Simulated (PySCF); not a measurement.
**PbSe+: bond curves at several levels of theory**

The task here is to estimate one member of a computed series from the others.

Method: Pb cc-pVDZ-PP with ECP60, Se cc-pVDZ-PP with ECP10, scalar-relativistic core potentials; program: PySCF 2.14.0.

Set-up of the first run:

Settings of the job:

```yaml
atoms: Pb, Se
charge: 1
basis: Pb cc-pVDZ-PP with ECP60, Se cc-pVDZ-PP with ECP10
Hamiltonian: scalar-relativistic core potentials
basis_functions: 46
electrons_treated: 45
masses_in_u: 207.9766, 79.9165
levels: PBE0, PBE, r²SCAN, B2PLYP, M06-L, B3LYP, LC-ωPBE, HF, MP2, SCS-MP2, CCSD, CCSD(T)
grid: 80 radial by 434 angular points
occupations: held fixed by the projection of orbital angular momentum
dissociation_limit: Pb+ + Se, each in its ground configuration
starting_distance_in_angstrom: 2.610
values_of_2S_to_try: 1, 3
```

Command:

```console
> OMP_NUM_THREADS=1 python dia.py task.json out
```

Steps of the session up to this table: The job; The PBE0 curve of the state that the search chose; Other states along the same grid; PBE; r²SCAN (meta-GGA); B2PLYP (double hybrid); M06-L; B3LYP (global hybrid GGA); LC-ωPBE; UHF; Correlated methods on the Hartree–Fock reference.

One table of the session follows, with a row left open; its other results are not shown here.

It belongs to the step «The curves together». Energy (eV) from each level's lowest point:

| R (Å) | UHF | UHF-MP2 | UHF-SCS-MP2 | UHF-CCSD | UHF-CCSD(T) |
| --- | --- | --- | --- | --- | --- |
| 2.234 | 1.175 | 1.180 | 1.215 | n/a | n/a |
| 2.338 | 0.512 | 0.515 | 0.540 | 0.552 | 0.581 |
| 2.442 | 0.155 | 0.156 | 0.170 | 0.179 | 0.198 |
| 2.520 | 0.032 | 0.032 | 0.039 | 0.044 | 0.053 |
| 2.598 | 0.000 | 0.000 | 0.000 | 0.000 | 0.000 |
| 2.676 | 0.037 | 0.039 | 0.032 | 0.025 | 0.015 |
| 2.780 | ? | ? | ? | ? | ? |
| 2.910 | 0.393 | 0.462 | 0.438 | 0.350 | 0.312 |
| 3.066 | 0.664 | 1.014 | 0.976 | 0.667 | 0.618 |
| 3.273 | 0.894 | 1.571 | 1.512 | n/a | n/a |

Estimate the missing values for R (Å) = 2.780.

Worked estimate for «UHF». A straight line through the neighbours (2.676, 0.037) and (2.910, 0.393) gives 0.037 + (0.393 − 0.037) × (2.780 − 2.676) / (2.910 − 2.676) = 0.195; a parabola fitted to 4 rows on both sides gives 0.184.

**Answer.** UHF: 0.163; UHF-MP2: 0.173; UHF-SCS-MP2: 0.157; UHF-CCSD: 0.135; UHF-CCSD(T): 0.111. In «UHF» the line misses by +0.032 and the parabola by +0.021.

State 2 has its PBE0 minimum 0.77 eV higher. State 3 has its PBE0 minimum 1.67 eV higher. The other levels ran on the lowest alone.
